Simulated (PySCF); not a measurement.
# Cl6Nb ([NbCl6]-): the cost of one run

Computed with PySCF 2.14.0 and routines of our own; the level stands in each step. Atoms count from 0.

### 1 The system as given

7 atoms, charge -1, multiplicity 1; geometry from: GFN2-xTB.

### 2 Geometry optimisation at PBE0-D3(BJ)/def2-SVP

What the job is given:

```
{"job": {"xc": "PBE0", "basis": "def2-SVP", "d3": "d3bj", "grid": 1, "maxiter": 30, "shake": 0.03, "kind": "geom"}, "charge": -1, "multiplicity": 1}
Nb     0.061070    -0.076730     0.012350
Cl    -0.033040    -0.022250     2.370820
Cl    -0.044450     0.001860    -2.403130
Cl     2.476930     0.011170     0.005360
Cl    -2.385750    -0.024310    -0.047560
Cl    -0.015890     2.391750     0.001670
Cl     0.032990    -2.383500    -0.008050
```

The run is started by

```
OMP_NUM_THREADS=1 python heavy_run.py task.json out
```

The driver reads the jobs from task.json and runs them one after another.

**Question.** How long does this first job take on 1 thread of Intel Xeon Platinum 8375C at 2.90GHz, shared host, and how much memory does it need?

About 2.3 min, with a peak of 0.59 GiB.
